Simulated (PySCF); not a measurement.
# FeH₂: relaxation and vibrations of the quintet

Aim: relax FeH₂ as a quintet from a PBE0 minimum start, check by its vibrations whether the end is a minimum, and collect its spectrum and constants.

The runs use PySCF 2.14.0; PBE0, basis Fe def2-TZVP, H def2-TZVP, no relativity, density fitting.

## 1. The system as given

3 atoms, charge 0, spin multiplicity 5.

Bond lengths: Fe1–H2 1.653 Å, Fe1–H3 1.653 Å. Angles: H2–Fe1–H3 180.0°.

Z-matrix (Å, degrees; charge 0 multiplicity 5):
```
Fe
H  1 1.6532
H  1 1.6532 2 180.00
```

## 2. The SCF at the typed geometry

One driver script runs all steps and calls PySCF; scf.py shows how it sets up the SCF of each step. The optimiser is the driver's own. After this first run the driver tries any further starts and a stability analysis.

The input, scf.py:

```python
from pyscf import gto, scf, dft
mol = gto.M(atom='''
Fe     0.000000     0.000000     0.000000
H      1.653238     0.000000     0.000000
H     -1.653238     0.000000     0.000000''',
    basis={'Fe': 'def2-TZVP', 'H': 'def2-TZVP'},
    charge=0, spin=4)
mf = dft.UKS(mol, xc='PBE0')
mf.grids.atom_grid = (50, 194)
aux = {'Fe': 'def2-universal-JKFIT', 'H': 'def2-universal-JKFIT'}
mf = mf.density_fit(auxbasis=aux)
mf.conv_tol = 1e-08
mf.diis_space = 10
mf.max_cycle = 60
mf.init_guess = 'minao'
mf.verbose = 4
mf.kernel()
```

Run with:

```
$ OMP_NUM_THREADS=2 python axn.py task.json out
```

What it wrote:

```text
init E= -1263.48201137759
[... the frontier-level lines of each cycle are left out ...]
cycle= 1 E= -1252.25310642817  delta_E= 11.2  |g|= 4.65  |ddm|= 11.5
cycle= 2 E= -1249.72692490769  delta_E= 2.53  |g|= 7.44  |ddm|= 12.8
cycle= 3 E= -1260.51907005989  delta_E= -10.8  |g|= 3.89  |ddm|= 4.21
cycle= 4 E= -1263.01910599682  delta_E= -2.5  |g|=  2.4  |ddm|= 1.87
cycle= 5 E= -1263.90311609855  delta_E= -0.884  |g|= 1.38  |ddm|= 0.493
cycle= 6 E= -1264.23340452968  delta_E= -0.33  |g|= 1.15  |ddm|= 1.05
cycle= 7 E= -1264.430273243  delta_E= -0.197  |g|= 0.803  |ddm|= 0.21
cycle= 8 E= -1264.60823875413  delta_E= -0.178  |g|= 0.198  |ddm|= 0.357
cycle= 9 E= -1264.62197306489  delta_E= -0.0137  |g|= 0.0219  |ddm|= 0.171
cycle= 10 E= -1264.62215638273  delta_E= -0.000183  |g|= 0.00965  |ddm|= 0.0151
cycle= 11 E= -1264.62219624756  delta_E= -3.99e-05  |g|= 0.00104  |ddm|= 0.00879
cycle= 12 E= -1264.62219715266  delta_E= -9.05e-07  |g|= 0.000124  |ddm|= 0.00134
cycle= 13 E= -1264.6221971811  delta_E= -2.84e-08  |g|= 2.2e-05  |ddm|= 0.000293
cycle= 14 E= -1264.6221971826  delta_E= -1.51e-09  |g|= 5.29e-06  |ddm|= 6.54e-05
Extra cycle  E= -1264.62219718267  delta_E= -6.32e-11  |g|= 3.66e-06  |ddm|= 1.25e-05
converged SCF energy = -1264.62219718267  <S^2> = 6.0185135  2S+1 = 5.0073999
```

This step, with its further starts and checks, needed 5.7 s of wall time on 2 threads of Arm Neoverse V1, shared host.

Energies from each starting density:

| start | energy (Eh) |
| --- | --- |
| the minimal-basis guess | -1264.622197 |
| a thermally smeared density | -1264.603241 |
| a smeared PBE density | -1264.622198 |

No lower solution of this spin turned up from the other starts or in the test of internal stability.

## 3. Relaxing the quintet from the PBE0 minimum start

The program finds D∞h symmetry in the start, which this walk keeps. The walk stops when the largest gradient is under 0.0003 Eh/bohr and the energy has settled too.

scf.py: that of step 2 with these lines changed.

```diff
@@ -15 +14,0 @@
-mf.init_guess = 'minao'
```

Steps of the walk:

| step | energy (Eh) | change (kJ/mol) | largest symmetric gradient (Eh/bohr) |
| --- | --- | --- | --- |
| 0 | -1264.622198 | 0.00 | 0.00003 |

The walk took 0.6 s.

Positions (Å) and forces (eV/Å) along the way:

```
step 0
Fe   0.000   0.000   0.000   0.000   0.000   0.000
H    1.653   0.000   0.000   0.002   0.000   0.000
H   -1.653   0.000   0.000  -0.002   0.000   0.000
```

End point (D∞h, 0 steps, 0.0 kJ/mol gained): Fe–H 1.653 Å (×2); H–Fe–H 180.0°.

## 4. Hessian and properties

On the finer grid the gradient is checked again; gradients at displacements of ±0.02 bohr then give force constants and infrared intensities.

scf.py: that of step 3 with these lines changed.

```diff
@@ -9 +9 @@
-mf.grids.atom_grid = (50, 194)
+mf.grids.atom_grid = (75, 302)
@@ -12 +12 @@
-mf.conv_tol = 1e-08
+mf.conv_tol = 1e-10
```

This SCF starts from the last density.

SCF at the final geometry:

```text
init E= -1264.62209319203
[... the frontier-level lines of each cycle are left out ...]
cycle= 1 E= -1264.62209319204  delta_E= -3.64e-12  |g|= 2.58e-06  |ddm|= 1.67e-06
Extra cycle  E= -1264.62209319204  delta_E= 2.5e-12  |g|= 4.79e-06  |ddm|= 2.8e-06
converged SCF energy = -1264.62209319204  <S^2> = 6.0185051  2S+1 = 5.0073966
```

The whole step took 8 s.

Geometry: D∞h; Fe–H 1.653 Å (×2); H–Fe–H 180.0°.

Modes, for the most abundant isotopes:

```
symmetry  ω (cm⁻¹)  IR (km/mol)
      πu       169          610
     σu+      1673          814
     σg+      1762          0.0
```

Every mode is real; the point is a minimum.

Constants and moments:

```yaml
Dipole_moment: 0.00 D
Highest_occupied_level: -7.35 eV
Lowest_empty_level: -3.06 eV
Rotational_constants: 3.06 cm⁻¹
Zero-point_energy: 22.6 kJ/mol
Principal_polarisabilities: 24.5, 24.5, 40.0 bohr³
Atomisation_energy_without_zero-point_energy: 485 kJ/mol
Principal_traceless_quadrupole_moments_about_the_centre_of_mass: -9.46, 4.73, 4.73 D Å
Entropy_at_298.15_K_and_1_bar_electronic_part_spin_only: 231.0 J/(mol K)
Heat_capacity_Cp_at_298.15_K: 45.1 J/(mol K)
Enthalpy_at_298.15_K_above_0_K: 11.90 kJ/mol
Rotational_symmetry_number: 2
Spin_squared_⟨S²⟩: 6.019
```

Populations by atom (charges in e):

| atom | Mulliken | Löwdin | polar tensor | spin (Mulliken) | Mayer order to Fe1 |
| --- | --- | --- | --- | --- | --- |
| Fe1 | 0.35 | 0.50 | 0.95 | 4.18 | – |
| H2,3 | -0.18 | -0.25 | -0.47 | -0.09 | 0.83 |

Outer orbital energies (eV). α occupied: -65.22, -12.28, -11.67, -11.67, -11.28, -10.14, -8.55, -7.37; empty: 0.50, 0.50, 0.87, 2.34. β occupied: -706.99, -94.15, -60.10, -60.10, -59.96, -9.60, -7.78, -7.35; empty: -3.06, -2.25, -2.25, -1.51.

Mulliken populations on Fe1: s 6.96, p 12.47, d 6.22, f 0.00.

## 5. Results

| quantity | value |
| --- | --- |
| minimum | quintet, D∞h |
| geometry | Fe–H 1.653 Å (×2); H–Fe–H 180.0° |
| wavenumbers (cm⁻¹) | 169 (πu), 1673 (σu+), 1762 (σg+) |
| dipole moment | 0.00 D |
| highest occupied, lowest empty level (either spin) | -7.35, -3.06 eV |
| polar-tensor charge of Fe1 | +0.95 e |
| zero-point energy | 22.6 kJ/mol |
| entropy at 298.15 K | 231.0 J/(mol K) |
| atomisation energy (no zero-point energy) | 485 kJ/mol |
| ⟨S²⟩ | 6.019 |

In words: The PBE0 minimum start keeps its D∞h symmetry and ends in a minimum. In the infrared the band at 1673 cm⁻¹ (σu+, stretch) leads. The dipole vanishes although Fe1 carries +0.9 e by the polar tensor: the bond dipoles cancel. Most of the spin sits on Fe1 (Mulliken spin 4.18, against 4 for the whole molecule). Only this shape and spin were tried, so other structures or states may lie lower. One determinant may miss the lowest occupation of an open d or f shell.

The search up to here took 14 s.
